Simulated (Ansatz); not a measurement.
# Cl2H4O4W: ionisation energy by level of theory

How much energy removes an electron from Cl2H4O4W at fixed geometry? The cation is run at each level and the neutral's energy taken from earlier runs.

Program: Ansatz 0.2.0, Gaussian basis. Level of theory: unrestricted cation, the program's frozen cores in correlated methods. These are calculated values, not measurements.

Levels to be run: UKS PBE-D4/def2-TZVPP; UKS r2SCAN-D4/def2-TZVPP; UKS PBE0-D4/def2-TZVPP; UKS B3LYP-D4/def2-TZVPP; UKS wB97X-V/def2-TZVPP; UKS wB97M-V/def2-TZVPP; UKS B2PLYP/def2-TZVPP; UHF-CCSD(T)/def2-TZVPP; UHF-MP2/def2-QZVPP; extrapolation to the limit; then −ε(HOMO) from the neutral's earlier runs with LDA (SPW92), PBE-D4, revPBE-D4, BLYP-D4, r2SCAN-D4, B97M-V, PBE0-D4, B3LYP-D4, r2SCANh-D4, r2SCAN0-D4, HSE06-D4, BHLYP-D4, CAM-B3LYP-D4, LC-ωPBE, ωB97X-V, ωB97M-V.

1 further run of the same task is left out (for a known fault of the program).

## (1) The geometry

An earlier PBE0-D4 in a triple-zeta def2 set relaxation fixed the geometry. W takes the def2 core potential; no spin-orbit term is included.

SMILES `[OH][W]([OH])([OH])([OH])([Cl])[Cl]`, 11 atoms, charge 0, spin multiplicity 1.

Atoms are counted from 1 here; the program's logs count them from 0.

Bond lengths: O1–W2 1.877 Å, O1–H8 0.963 Å, W2–O3 1.852 Å, W2–O4 1.873 Å, W2–O5 1.872 Å, W2–Cl6 2.373 Å, W2–Cl7 2.405 Å, O3–H9 0.962 Å, O4–H10 0.962 Å, O5–H11 0.961 Å. Angles: W2–O1–H8 119.6°, O1–W2–O3 99.6°, O1–W2–O4 88.8°, O1–W2–O5 98.6°, O1–W2–Cl6 82.9°, O1–W2–Cl7 171.0°, O3–W2–O4 90.4°, O3–W2–O5 161.8°, O3–W2–Cl6 92.4°, O3–W2–Cl7 81.1°, O4–W2–O5 89.6°, O4–W2–Cl6 171.5°, O4–W2–Cl7 100.1°, O5–W2–Cl6 90.2°, O5–W2–Cl7 80.9°, Cl6–W2–Cl7 88.2°, W2–O3–H9 126.5°, W2–O4–H10 122.1° and more.

## (2) Cation, UKS PBE-D4/def2-TZVPP

Input file in.yaml:

```yaml
crystal:
  periodic: [false, false, false]
  atoms:
    - {symbol: O, position_ang: [0.147694, -1.905077, 0.235231]}
    - {symbol: W, position_ang: [0.020340, -0.037517, 0.093536]}
    - {symbol: O, position_ang: [0.943722, 0.450785, 1.623019]}
    - {symbol: O, position_ang: [1.616816, -0.042657, -0.885878]}
    - {symbol: O, position_ang: [-0.946850, 0.057422, -1.506388]}
    - {symbol: Cl, position_ang: [-1.994613, -0.379956, 1.299725]}
    - {symbol: Cl, position_ang: [-0.472616, 2.316895, 0.088146]}
    - {symbol: H, position_ang: [-0.544813, -2.395265, 0.690461]}
    - {symbol: H, position_ang: [1.000026, 1.333562, 2.000239]}
    - {symbol: H, position_ang: [1.638278, -0.242038, -1.827093]}
    - {symbol: H, position_ang: [-1.407983, 0.843837, -1.811008]}
basis:
  gaussian: {orbitals: def2-TZVPP}
total_charge: 1
magnetization: {spin_polarized: true, initial_magnetization: 1}
hamiltonian: {xc: pbe, dispersion: d4}
```

Launch:

```
$ ansatz run in.yaml --threads 2 --pin off --events-out ev --progress --plain --max-ram 31744MiB --backend cpu
```

After this run come: Cation, UKS r2SCAN-D4/def2-TZVPP; Cation, UKS PBE0-D4/def2-TZVPP; Cation, UKS B3LYP-D4/def2-TZVPP; Cation, UKS wB97X-V/def2-TZVPP; Cation, UKS wB97M-V/def2-TZVPP; Cation, UKS B2PLYP (frozen core)/def2-TZVPP; Cation, UHF-CCSD(T)/def2-TZVPP; Cation, UHF-MP2/def2-QZVPP.

Before running them: what should the planned runs give, taken together? Wanted: ionisation energy, CCSD(T)/CBS; nearest functional by difference; nearest −ε(HOMO); −ε(HOMO) of PBE; T1 of the cation.

As calculated:

| quantity | value |
| --- | --- |
| ionisation energy, CCSD(T)/CBS | 10.73 eV |
| nearest functional by difference | ωB97X-V (-0.06 eV) |
| nearest −ε(HOMO) | ωB97X-V (-0.01 eV) |
| −ε(HOMO) of PBE | 6.95 eV |
| T1 of the cation | 0.035 |

In words: Energy differences with functionals land within 0.87 eV of the reference. The PBE orbital energy is 3.8 eV too small: a semilocal HOMO is no ionisation energy. Among orbital estimates ωB97X-V comes nearest. Hartree-Fock falls 0.67 eV short, as the neutral has more correlation energy than the cation. The cation's T1 (from the report) is 0.035, near the customary mark of 0.045 for open shells, so the coupled-cluster value is less safe. The cation may have settled in a state other than its lowest; no search over hole states beyond the program's own was made. Correlated methods include outer-core shells of W, which these sets cover unevenly.
